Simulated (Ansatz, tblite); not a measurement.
# NbP with GFN1-xTB from a Python script

These are simulated results from tblite 0.8.0, not measurements. The cell began as a database structure and was relaxed with r2SCAN in plane waves (Ansatz 0.2.0). All runs are without spin polarisation.

It is tetragonal, I4_1md (No. 109); conventional cell a = 3.338 Å, c = 11.464 Å, 15.97 Å³ an atom. Around Nb lie 6 P at 2.54–2.55 Å; around P lie 6 Nb at 2.54–2.55 Å.

tblite solves periodic systems at the zone centre alone, so the script builds a cluster of 3×3×1 conventional cells (72 atoms), which folds in a coarse mesh of k points.

The script, run.py:

```python
import json
from ase import Atoms
from ase.build import make_supercell
from ase.units import Bohr, GPa, Hartree
from tblite.interface import Calculator

atoms = Atoms(['Nb', 'Nb', 'P', 'P'],
              cell=[[-1.669184, 1.669184, 5.732023], [1.669184, -1.669184, 5.732023], [1.669184, 1.669184, -5.732023]],
              scaled_positions=[[0.749822, 0.749822, -0.0], [0.499822, 0.999822, 0.5], [0.332806, 0.332806, -0.0], [0.082806, 0.582806, 0.5]],
              pbc=True)
cluster = make_supercell(atoms, [[0, 3, 3], [3, 0, 3], [1, 1, 0]])
calc = Calculator('GFN1-xTB', cluster.numbers, cluster.positions / Bohr, lattice=cluster.cell[:] / Bohr, periodic=cluster.pbc)
calc.set('temperature', 0.02 / Hartree)
calc.set('max-iter', 150)
res = calc.singlepoint()
levels = res.get('orbital-energies') * Hartree
nv = round(res.get('orbital-occupations').sum() / 2)
cells = len(cluster) // len(atoms)
out = {'energy_per_cell': res.get('energy') * Hartree / cells, 'homo': levels[nv - 1], 'lumo': levels[nv],
       'stress': (-res.get('virial') * Hartree / cluster.get_volume() / GPa).tolist(), 'charges': res.get('charges')[:len(atoms)].tolist(), 'electrons': 2 * nv / cells}
json.dump(out, open('results.json', 'w'))
for key, value in out.items():
    print(key, value)
```

Command: `python run.py`. It took 14 s on 1 thread of Intel(R) Xeon(R) 6975P-C (Granite Rapids) (shared host), peak memory 0.15 GiB.

Output:

```
------------------------------------------------------------
  cycle        total energy    energy error   density error
------------------------------------------------------------
      1     -163.1973477052  -1.6309949E+02   8.5923351E-01
      2     -66.69226377493   9.6505084E+01   1.1947632E+00
      3      113.2194440442   1.7991171E+02   1.9189831E+00
      4     -58.49383369197  -1.7171328E+02   1.0993785E+00
      5     -165.9212631177  -1.0742743E+02   1.8305099E-01
      6     -166.3467516917  -4.2548857E-01   1.6751078E-01
      7     -167.4463594015  -1.0996077E+00   1.3674336E-01
      8     -167.4934716735  -4.7112272E-02   1.3059080E-01
      9     -167.5187138025  -2.5242129E-02   1.2143154E-01
     10     -167.5294484042  -1.0734602E-02   1.0978879E-01
     11     -167.2625435201   2.6690488E-01   5.7853134E-02
     12     -167.2664088121  -3.8652920E-03   5.8802532E-02
     13     -167.3400621263  -7.3653314E-02   5.0552444E-02
     14     -167.3912384524  -5.1176326E-02   4.3302284E-02
     15     -167.4306372784  -3.9398826E-02   3.6933309E-02
     16     -167.5025776657  -7.1940387E-02   2.1050463E-02
     17     -167.5335147259  -3.0937060E-02   1.3463384E-02
     18     -167.5382312792  -4.7165534E-03   3.4860139E-03
     19     -167.5385343527  -3.0307342E-04   2.1846860E-03
     20     -167.5387375758  -2.0322314E-04   1.2306877E-03
     21     -167.5388098399  -7.2264104E-05   5.9008464E-04
     22     -167.5388137266  -3.8866936E-06   5.3150714E-04
     23     -167.5388252560  -1.1529384E-05   2.8360409E-04
     24     -167.5388264379  -1.1819282E-06   1.4950896E-04
     25     -167.5388267601  -3.2214257E-07   8.7860735E-05
     26     -167.5388270582  -2.9811883E-07   4.0830955E-05
     27     -167.5388271125  -5.4338329E-08   3.1227379E-05
     28     -167.5388271340  -2.1435056E-08   1.8910868E-05
------------------------------------------------------------

 total:                                  13.722 sec
energy_per_cell -253.27576106732002
homo -7.542934115474686
lumo -7.528637622505442
stress [[0.5555762127725686, 3.046781311335394e-09, -6.901560127351742e-08], [3.046781306552324e-09, 0.5555254618201826, 1.2408218418785912e-06], [-6.901560104030529e-08, 1.2408218419077995e-06, -5.739929031796587]]
charges [0.0628143728670757, 0.06281158353181854, -0.06280083524137443, -0.06278876710926408]
electrons 20.0
```

The cycle table is in hartree for the whole cluster, and the lines after it are in eV (the energy for one cell). The printed stress is in GPa and positive in compression, and the pressure is its mean diagonal.

GFN1-xTB gives a level spacing of 0.01 eV, too small to call a gap. On the same cell, plane-wave PBE (Ansatz, 10×10×10 k points and the special points) gives no gap (an overlap of 0.16 eV at the points read) and r2SCAN no gap (an overlap of 0.13 eV at the points read); on shared hosts these took about 8.7 and 17 core-seconds on the 4-atom cell, against 14 for the script.

The same script was run on cells scaled at fixed shape and fractional coordinates:

```
volume (Å³/atom)  energy (meV/atom)  pressure (GPa, positive in compression)  gap (eV)
           14.05               80.4                                    18.15      0.00
           15.01               11.3                                     5.93      0.00
           15.97                0.0                                    -1.54      0.01
           16.93               24.5                                    -6.28      0.06
           17.89               71.7                                    -9.27      0.08
```

A Birch-Murnaghan fit puts the minimum at 15.73 Å³/atom, 1.5 % below the given cell, with a bulk modulus of 110 GPa at fixed shape.

xTB was fitted mostly to molecules, and a small cluster samples few k points, so gaps, pressures and kinks along a curve can be far from a solid's.

Spin-orbit coupling is left out.
